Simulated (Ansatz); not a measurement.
# RuCl (sextet): wave-function methods side by side, def2-TZVPP

One table from this session's results is given with a row withheld; the runs are named, their logs left out.

Method: def2-TZVPP, core rule «outside noble gas», up to 9 orbitals frozen; program: Ansatz 0.2.0, Gaussian basis.

To be run: UHF; ROHF; CCSD(T) on UHF.

**What is computed**

The geometry is a PBE0/def2-TZVP stationary point (not a proven minimum). No spin-orbit coupling is included. Elements past krypton take def2 core potentials.

2 atoms, charge 0, spin multiplicity 6.

Atoms are counted from 1 here; the program's logs count them from 0.

Bond lengths: Ru1–Cl2 2.280 Å.

Set-up of the first run:

Input file in.yaml:

```yaml
crystal:
  periodic: [false, false, false]
  atoms:
    - {symbol: Ru, position_ang: [0.000000, 0.000000, 0.000000]}
    - {symbol: Cl, position_ang: [0.000000, 0.000000, 2.280400]}
basis:
  gaussian: {orbitals: def2-TZVPP}
magnetization: {spin_polarized: true, initial_magnetization: 5}
hamiltonian: {xc: hf}
output: {orbitals: {seedname: orbitals}}
```

Launch:

```console
ansatz run in.yaml --threads 1 --pin off --events-out ev --progress --plain --max-ram 4096MiB --backend cpu
```

Among the steps run: UHF; ROHF; CCSD(T) on UHF.

One table of the session follows, with a row left open; its other results are not shown here.

```
  method  from UCCSD(T) (meV)
    ROHF             +10840.6
     UHF             +10691.0
    UMP2              +1013.7
   UCCSD                    ?
UCCSD(T)                    0
```

Q: Estimate the row for UCCSD from the others.

As computed: from UCCSD(T) (meV): +433.4. In the column «from UCCSD(T) (meV)» it lies between UCCSD(T) (0) and UMP2 (+1013.7).

With the free atoms at the same levels and basis (separate runs), the atomisation energy is 2.909 eV at UCCSD(T), 2.711 eV at ROHF.
